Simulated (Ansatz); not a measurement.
# Cl2F4W: the cost of one run

All numbers below are computed with Ansatz 0.2.0 (RKS PBE0-D4/def2-SVP).

## (1) The starting structure

Bond lengths: W1–Cl2 2.390 Å, W1–F3 1.850 Å, W1–F4 1.850 Å, W1–F5 1.850 Å, W1–F6 1.850 Å, W1–Cl7 2.390 Å. Angles (14 of 15 angles, heavy atoms first): Cl2–W1–F3 90.0°, Cl2–W1–F4 90.0°, Cl2–W1–F5 90.0°, Cl2–W1–F6 90.0°, Cl2–W1–Cl7 180.0°, F3–W1–F4 90.0°, F3–W1–F5 180.0°, F3–W1–F6 90.0°, F3–W1–Cl7 90.0°, F4–W1–F5 90.0°, F4–W1–F6 180.0°, F4–W1–Cl7 90.0°, F5–W1–F6 90.0°, F5–W1–Cl7 90.0°.

As a file:

```xyz
7

W     0.0000    0.0000    0.0000
Cl    0.0000    0.0000    2.3900
F     1.8500    0.0000    0.0000
F     0.0000    1.8500    0.0000
F    -1.8500    0.0000    0.0000
F     0.0000   -1.8500    0.0000
Cl    0.0000    0.0000   -2.3900
```

## (2) Relaxing the start

input.yaml reads:

```yaml
crystal:
  periodic: [false, false, false]
  atoms:
    - { symbol: W, position_ang: [0.0, 0.0, 0.0] }
    - { symbol: Cl, position_ang: [0.0, 0.0, 2.39] }
    - { symbol: F, position_ang: [1.85, 0.0, 0.0] }
    - { symbol: F, position_ang: [0.0, 1.85, 0.0] }
    - { symbol: F, position_ang: [-1.85, 0.0, 0.0] }
    - { symbol: F, position_ang: [0.0, -1.85, 0.0] }
    - { symbol: Cl, position_ang: [0.0, 0.0, -2.39] }
basis:
  gaussian: { orbitals: def2-SVP }
hamiltonian:
  xc: pbe0
  dispersion: d4
relax:
  f_tol: 0.02
  max_steps: 40
```

On the command line:

```sh
$ ansatz run input.yaml --threads 2 --pin off --max-ram 3072MiB --backend cpu --events-out ev --progress --plain --runs-dir out
```

Q: Estimate wall time and peak memory on 2 threads of Arm Neoverse V1, shared host.

About 28 s, with a peak of 0.34 GiB.
